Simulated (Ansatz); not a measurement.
**C₂H₇AlBN: basis-set convergence**

How large a basis does C₂H₇AlBN need? Two functionals are run in growing sets.

Program: Ansatz 0.2.0, Gaussian basis. Level of theory: one geometry, several basis sets. These are calculated values, not measurements.

Plan: PBE0-D4/def2-SVP; ωB97M-V/def2-SVP; PBE0-D4/def2-QZVPP; ωB97M-V/def2-QZVPP; the functionals' def2-TZVPP values are taken from earlier runs.

## 1. The relaxed structure

An earlier PBE0-D4 in a triple-zeta def2 set relaxation fixed the geometry.

SMILES `BN[CH]1[CH2][AlH]1`, 12 atoms, charge 0, spin multiplicity 1.

Atoms are counted from 1 here; the program's logs count them from 0.

Bond lengths: B1–N2 1.368 Å, B1–H6 1.190 Å, B1–H7 1.247 Å, N2–C3 1.454 Å, N2–H8 1.013 Å, C3–C4 1.565 Å, C3–Al5 1.931 Å, C3–H9 1.086 Å, C4–Al5 1.929 Å, C4–H10 1.089 Å, C4–H11 1.094 Å, Al5–H12 1.574 Å. Angles: N2–B1–H6 127.0°, N2–B1–H7 116.3°, H6–B1–H7 116.7°, B1–N2–C3 120.3°, B1–N2–H8 120.4°, C3–N2–H8 117.1°, N2–C3–C4 109.2°, N2–C3–Al5 102.3°, N2–C3–H9 112.9°, C4–C3–Al5 66.0°, C4–C3–H9 117.8°, Al5–C3–H9 138.8°, C3–C4–Al5 66.1°, C3–C4–H10 116.6°, C3–C4–H11 112.1°, Al5–C4–H10 131.7°, Al5–C4–H11 111.4°, H10–C4–H11 110.8° and more.

## 2. PBE0-D4 in def2-SVP

The input, in.yaml:

```yaml
crystal:
  periodic: [false, false, false]
  atoms:
    - {symbol: B, position_ang: [-0.799237, 1.326554, 0.721663]}
    - {symbol: N, position_ang: [0.430366, 0.749272, 0.885011]}
    - {symbol: C, position_ang: [0.983201, -0.106337, -0.152818]}
    - {symbol: C, position_ang: [0.231511, -1.478470, -0.144601]}
    - {symbol: Al, position_ang: [-0.470952, -0.211167, -1.418607]}
    - {symbol: H, position_ang: [-1.439386, 1.893828, 1.549357]}
    - {symbol: H, position_ang: [-1.305915, 1.236121, -0.414112]}
    - {symbol: H, position_ang: [0.853322, 0.693563, 1.803825]}
    - {symbol: H, position_ang: [2.069573, -0.122966, -0.153176]}
    - {symbol: H, position_ang: [-0.144622, -1.822676, 0.817957]}
    - {symbol: H, position_ang: [0.807245, -2.265681, -0.640912]}
    - {symbol: H, position_ang: [-1.138208, 0.052858, -2.819586]}
basis:
  gaussian: {orbitals: def2-SVP}
hamiltonian: {xc: pbe0, dispersion: d4}
output: {orbitals: {seedname: orbitals}}
```

Further steps of the session: ωB97M-V in def2-SVP; PBE0-D4 in def2-QZVPP; ωB97M-V in def2-QZVPP.

Q: Predict the results of all the runs planned. Wanted: PBE0-D4: double and triple zeta above quadruple; ωB97M-V: double and triple zeta above quadruple.

As calculated:

| quantity | value |
| --- | --- |
| PBE0-D4: double and triple zeta above quadruple | 7.50, 0.46 eV |
| ωB97M-V: double and triple zeta above quadruple | 7.70, 0.44 eV |

In words: PBE0-D4 gains 7.05 eV from double to triple zeta, then 0.46 eV more. Total energies overstate the basis error of differences, where much of it tends to cancel. The LUMO of ωB97M-V is positive and keeps falling with the basis (1.21 to 0.66 eV): an unbound level that the basis holds in place.
